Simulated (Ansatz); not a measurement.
# C2H5ClSi: one species, many methods

How much do the methods differ for C2H5ClSi? The plan is to run it at one geometry with functionals of several rungs and with coupled cluster, and see how far each lands from CCSD(T) at the basis-set limit for the atomisation energy.

Computed with Ansatz 0.2.0, Gaussian basis. Level: functionals in def2-TZVPP, the program's frozen cores in correlated methods.

The runs, in order: LDA (SPW92), PBE-D4, revPBE-D4, BLYP-D4, r2SCAN-D4, B97M-V, PBE0-D4, B3LYP-D4, r2SCANh-D4, r2SCAN0-D4, HSE06-D4, BHLYP-D4, CAM-B3LYP-D4, LC-ωPBE, ωB97X-V, ωB97M-V, B2PLYP, PBE-QIDH; CCSD(T)/def2-SVP; CCSD(T)/def2-TZVPP; MP2/def2-QZVPP; extrapolation to the limit; RPA on PBE.

## Step 1: The relaxed structure

The geometry comes from an earlier relaxation with PBE0-D4 in a triple-zeta def2 set; it is a stationary point, not always the lowest conformer.

SMILES `[SiH3]/C=C/Cl`, 9 atoms, charge 0, spin multiplicity 1.

Atoms are counted from 1 here; the program's logs count them from 0.

Bond lengths: Si1–C2 1.858 Å, Si1–H5 1.486 Å, Si1–H6 1.487 Å, Si1–H7 1.487 Å, C2–C3 1.325 Å, C2–H8 1.087 Å, C3–Cl4 1.724 Å, C3–H9 1.084 Å. Angles: C2–Si1–H5 108.6°, C2–Si1–H6 110.5°, C2–Si1–H7 110.5°, H5–Si1–H6 109.5°, H5–Si1–H7 109.5°, H6–Si1–H7 108.0°, Si1–C2–C3 121.1°, Si1–C2–H8 120.4°, C3–C2–H8 118.5°, C2–C3–Cl4 124.0°, C2–C3–H9 123.9°, Cl4–C3–H9 112.1°.

## Step 2: LDA

This LDA is Slater exchange with PW92 correlation.

in.yaml reads:

```yaml
crystal:
  periodic: [false, false, false]
  atoms:
    - {symbol: Si, position_ang: [-0.798496, 1.077898, 0.034330]}
    - {symbol: C, position_ang: [-0.168153, -0.669588, 0.013661]}
    - {symbol: C, position_ang: [1.129583, -0.929296, -0.056926]}
    - {symbol: Cl, position_ang: [1.795221, -2.518896, -0.080829]}
    - {symbol: H, position_ang: [0.362737, 2.002563, -0.037540]}
    - {symbol: H, position_ang: [-1.700371, 1.321066, -1.122492]}
    - {symbol: H, position_ang: [-1.567235, 1.340550, 1.279638]}
    - {symbol: H, position_ang: [-0.861931, -1.505371, 0.059574]}
    - {symbol: H, position_ang: [1.897045, -0.165325, -0.106416]}
basis:
  gaussian: {orbitals: def2-TZVPP}
hamiltonian: {xc: lda}
output: {orbitals: {seedname: orbitals}}
```

The run is started by

```
> ansatz run in.yaml --threads 2 --pin off --events-out ev --progress --plain --max-ram 4352MiB
```

The runs that follow: PBE-D4 (GGA); revPBE-D4 (GGA); BLYP-D4 (GGA); r2SCAN-D4 (meta-GGA); B97M-V (meta-GGA); PBE0-D4 (hybrid); B3LYP-D4 (hybrid); r2SCANh-D4 (hybrid); r2SCAN0-D4 (hybrid); HSE06-D4 (hybrid); BHLYP-D4 (hybrid); CAM-B3LYP-D4 (range-separated); LC-ωPBE (range-separated); ωB97X-V (range-separated); ωB97M-V (range-separated); B2PLYP (double hybrid); PBE-QIDH (double hybrid); CCSD(T) in def2-SVP; CCSD(T) in def2-TZVPP; MP2 in def2-QZVPP; RPA on PBE orbitals.

Q: Predict the results of all the runs planned. Wanted: atomisation energy, CCSD(T)/CBS; farthest beyond LDA; mean size of error, GGA; mean size of error, meta-GGA; mean size of error, hybrid; mean size of error, range-separated; mean size of error, double hybrid; gap, smallest and largest; T1 diagnostic.

**Answer**, as computed:

| quantity | value |
| --- | --- |
| atomisation energy, CCSD(T)/CBS | 3157.6 kJ/mol |
| functionals within 15.8 kJ/mol (0.5 %) | revPBE-D4, BLYP-D4, r2SCAN-D4, PBE0-D4, B3LYP-D4, r2SCANh-D4, HSE06-D4, CAM-B3LYP-D4, ωB97X-V, ωB97M-V, PBE-QIDH |
| farthest beyond LDA | BHLYP-D4 (-76.0 kJ/mol) |
| mean size of error, GGA | 26.1 kJ/mol |
| mean size of error, meta-GGA | 15.5 kJ/mol |
| mean size of error, hybrid | 21.8 kJ/mol |
| mean size of error, range-separated | 12.7 kJ/mol |
| mean size of error, double hybrid | 24.2 kJ/mol |
| gap, smallest and largest | 4.73 eV (LDA (SPW92)), 11.85 eV (LC-ωPBE) |
| T1 diagnostic | 0.0113 |
| triples share of the correlation energy | 4.3 % |

In words: The LDA atomisation energy is off by 426.2 kJ/mol (13 %): it overbinds. PBE-D4 misses by +53.2 kJ/mol. Double hybrids carry the basis error of their MP2 part in triple zeta, and no dispersion term here, so their miss is partly the set-up's. The rungs range-separated, meta-GGA miss on average by less than the doubt on the reference (15.8 kJ/mol), so they tie. The reference freezes the cores and leaves out relativity and excitations past (T), so misses under about 15.8 kJ/mol can't be ranked. Hartree-Fock recovers 74 % of the binding; the rest is correlation. CCSD(T) in def2-SVP is off by -172.4 kJ/mol, more than most functionals: a good method in a small basis is no reference. Orbital gaps span 4.7 to 11.9 eV; exact exchange widens them.
